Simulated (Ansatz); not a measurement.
# One shape, several levels: doublet InCl2F+

Wanted: a comparison of 6 runs (UHF/STO-3G, U-revPBE/def2-SVP, UHSE06/def2-SVP, UPBE/def2-SVP, UMP2/def2-SVP, UBCCD(T)/def2-SVP) of doublet InCl2F+. 

Program for the calculation: Ansatz 0.2.0.

38 further runs of the same task are left out: 7 that didn't finish, 31 set aside as unsound or not needed. Runs told in other sessions of the task aren't counted.

### Step 1. The molecule

InCl2F+ has 4 atoms, charge +1, and is taken as a doublet. SMILES of the parent species: `[F][In]([Cl])[Cl]`. The coordinates come from a PBE0-D4/def2-TZVP relaxation. That shape belongs to the parent species and isn't relaxed for this state.

Bond lengths: F1–In2 1.926 Å, In2–Cl3 2.285 Å, In2–Cl4 2.285 Å. Angles: F1–In2–Cl3 117.6°, F1–In2–Cl4 117.6°, Cl3–In2–Cl4 124.8°.

### Step 2. The energy at UHF/STO-3G (run 1)

Input file in.yaml:

```yaml
crystal:
  periodic: [false, false, false]
  atoms:
    - {symbol: F, position_ang: [0.230900, 0.992100, 1.678900]}
    - {symbol: In, position_ang: [0.019100, 0.009200, 0.035600]}
    - {symbol: Cl, position_ang: [1.200200, -1.933300, -0.195800]}
    - {symbol: Cl, position_ang: [-1.394700, 0.871700, -1.539000]}
basis:
  gaussian: {orbitals: STO-3G}
total_charge: 1
magnetization: {spin_polarized: true, initial_magnetization: 1}
hamiltonian: {xc: hf}
accuracy: high
output: {orbitals: {seedname: orbitals}}
```

Started as:

```console
$ ansatz run in.yaml --threads 1 --pin off --max-ram 3480MiB --events-out events.jsonl --progress --plain --runs-dir runs
```

Log:

```text
Warning: RAYON_NUM_THREADS=1 ignored (pool sized by the plan → 1); use --threads N
Functional definition: HF
  name "HF"
  exchange = exact_x
  correlation = 0
956 factors; integrals over basis functions are off by at most 5.0e-9 eV
mean field evaluation 1: about -182036.2442 eV, gradient 2.0e1 eV
mean field evaluation 2: about -182036.2893 eV, gradient 2.0e1 eV
mean field evaluation 4: about -182041.2992 eV, gradient 3.1e0 eV
mean field evaluation 8: about -182041.5006 eV, gradient 6.1e-1 eV
mean field evaluation 16: about -182043.9734 eV, gradient 5.6e-2 eV
mean field evaluation 32: about -182043.8574 eV, gradient 1.6e-1 eV
mean field evaluation 64: about -182043.8426 eV, gradient 7.4e-1 eV
mean field evaluation 96: about -182042.0812 eV, gradient 5.7e0 eV
mean field evaluation 128: about -182042.0937 eV, gradient 8.8e-1 eV
mean field -182043.97352645 eV, -6689.9926332599 hartree, gradient 3.8e-8 eV, S^2 0.751457; 2 other end points of the search recorded, 0 dependent functions left out
reference -182043.97352645 eV, -6689.9926332599 hartree; 46, 45 occupied and 4, 5 virtual orbitals, 956 factors
Total energy: -182043.97352645 eV, -6689.9926332599 hartree
```

Wall time 5.4 s (1 thread of Arm Neoverse V2, shared host); peak memory 0.21 GiB.

### Step 3. A single-point energy at U-revPBE/def2-SVP (core potential) (run 2)

Input file job.yaml:

```yaml
crystal:
  periodic: [false, false, false]
  atoms:
    - {symbol: F, position_ang: [0.230900, 0.992100, 1.678900]}
    - {symbol: In, position_ang: [0.019100, 0.009200, 0.035600]}
    - {symbol: Cl, position_ang: [1.200200, -1.933300, -0.195800]}
    - {symbol: Cl, position_ang: [-1.394700, 0.871700, -1.539000]}
basis:
  gaussian: {orbitals: def2-SVP}
total_charge: 1
magnetization: {spin_polarized: true, initial_magnetization: 1}
hamiltonian: {xc: {name: revPBE}}
accuracy: high
output: {orbitals: {seedname: orbitals}}
```

Started as:

```console
$ ansatz run job.yaml --threads 1 --pin off --max-ram 3480MiB --events-out events.jsonl --progress --plain --runs-dir runs
```

Log, shortened:

```text
Warning: RAYON_NUM_THREADS=1 ignored (pool sized by the plan → 1); use --threads N
Functional definition: revPBE
  name "revPBE"
[...]
1561 factors; integrals over basis functions are off by at most 3.4e-9 eV
[...]
mean field -32913.72777786 eV, -1209.5571861103 hartree, gradient 1.9e-8 eV, S^2 0.751580; 11 other end points of the search recorded, 0 dependent functions left out
reference -32913.72778338 eV, -1209.5571863131 hartree; 32, 31 occupied and 44, 45 virtual orbitals, 1561 factors
Total energy: -32913.72778338 eV, -1209.5571863131 hartree
```

Wall time 42 s (1 thread of Arm Neoverse V2, shared host); peak memory 0.26 GiB.

Runs 3 to 4 aren't shown in full; the table further down has their settings and results.

### Step 4. The energy at UMP2/def2-SVP (core potential) (run 5)

Edit in.yaml of step 2 so:

```diff
@@ -8,7 +8,11 @@
 basis:
-  gaussian: {orbitals: STO-3G}
+  gaussian:
+    orbitals: def2-SVP
 total_charge: 1
-magnetization: {spin_polarized: true, initial_magnetization: 1}
-hamiltonian: {xc: hf}
+magnetization:
+  spin_polarized: true
+  initial_magnetization: 1
+correlation:
+  method: mp2
+  frozen_orbitals: {Cl: 5, F: 1, In: 4}
 accuracy: high
-output: {orbitals: {seedname: orbitals}}
```

Started as:

```console
$ ansatz run in.yaml --threads 1 --pin off --max-ram 3480MiB --events-out events.jsonl --progress --plain --runs-dir runs
```

Log, shortened:

```text
Warning: RAYON_NUM_THREADS=1 ignored (pool sized by the plan → 1); use --threads N
Functional definition: HF
  name "HF"
[...]
1561 factors; integrals over basis functions are off by at most 3.4e-9 eV
[...]
mean field -32843.81150240 eV, -1206.9878103781 hartree, gradient 5.5e-8 eV, S^2 0.756881; 12 other end points of the search recorded, 0 dependent functions left out
15 core orbitals not correlated: weight in the atoms' cores, before any rotation towards them, 1.000 or more for the frozen orbitals, at most 0.000 for the correlated occupied ones
reference -32843.81150240 eV, -1206.9878103781 hartree; 17, 16 occupied and 44, 45 virtual orbitals, 1561 factors
second order -13.75069677 eV of doubles, -0.00000000 eV of singles
Total energy: -32857.56219916 eV, -1207.4931391637 hartree
```

Wall time 19 s (1 thread of Arm Neoverse V2, shared host); peak memory 0.31 GiB.

### Step 5. A single-point energy at UBCCD(T)/def2-SVP (core potential) (run 6)

Input file run.yaml:

```yaml
crystal:
  periodic: [false, false, false]
  atoms:
    - {symbol: F, position_ang: [0.230900, 0.992100, 1.678900]}
    - {symbol: In, position_ang: [0.019100, 0.009200, 0.035600]}
    - {symbol: Cl, position_ang: [1.200200, -1.933300, -0.195800]}
    - {symbol: Cl, position_ang: [-1.394700, 0.871700, -1.539000]}
basis:
  gaussian:
    orbitals: def2-SVP
total_charge: 1
magnetization:
  spin_polarized: true
  initial_magnetization: 1
correlation:
  method: bccd_t
  frozen_orbitals: {Cl: 5, F: 1, In: 4}
accuracy: high
scf:
  omitted_lower_state_checks: [cluster_reference, increment]
```

Started as:

```console
$ ansatz run run.yaml --threads 1 --pin off --max-ram 3480MiB --events-out events.jsonl --progress --plain --runs-dir runs
```

Log:

```text
Warning: RAYON_NUM_THREADS=1 ignored (pool sized by the plan → 1); use --threads N
[... 17 lines left out ...]
15 core orbitals not correlated: weight in the atoms' cores, before any rotation towards them, 1.000 or more for the frozen orbitals, at most 0.000 for the correlated occupied ones
[... 59 lines left out ...]
Total energy: -32858.78404588 eV, -1207.5380412024 hartree
Checks for a lower state left out: cluster_reference, increment
```

It took 1.8 min on 1 thread of Arm Neoverse V2, shared host; peak memory 0.78 GiB.

### Step 6. The series

```
run                               level  core potential  frozen core orbitals   energy (Eh)  HOMO energy (eV)  LUMO energy (eV)   ⟨S²⟩  wall time
  1                          UHF/STO-3G            none                     –  -6689.992633            -15.62             -4.39  0.751      5.4 s
  2  U-revPBE/def2-SVP (core potential)        def2-SVP                     –  -1209.557186            -14.28            -14.21  0.752       42 s
  3    UHSE06/def2-SVP (core potential)        def2-SVP                     –  -1209.275252            -14.85            -14.40  0.757       61 s
  4      UPBE/def2-SVP (core potential)        def2-SVP                     –  -1209.242590            -14.33            -14.26  0.752       39 s
  5      UMP2/def2-SVP (core potential)        def2-SVP                    15  -1207.493139                 –                 –  0.757       19 s
  6  UBCCD(T)/def2-SVP (core potential)        def2-SVP                    15  -1207.538041                 –                 –  0.757    1.8 min
```

### Step 7. Outcome

| quantity | value |
| --- | --- |
| run 6: total energy | -1207.53804 Eh |
| run 6: correlation energy (15 core orbitals frozen) | -550.2 mEh |
| run 6: (T) correction | -14.99 mEh |
| run 6: ⟨S²⟩ of the reference determinant | 0.757 |

Totals of different functionals can't be ranked against each other. Some runs of one species differ in core potentials or relativity; totals across that change don't compare. In run 1 the basis is minimal, so the values are rough. In run 1 relativity is left out where basis or elements ask for it. All runs together took 4.6 min, the longest 1.8 min.
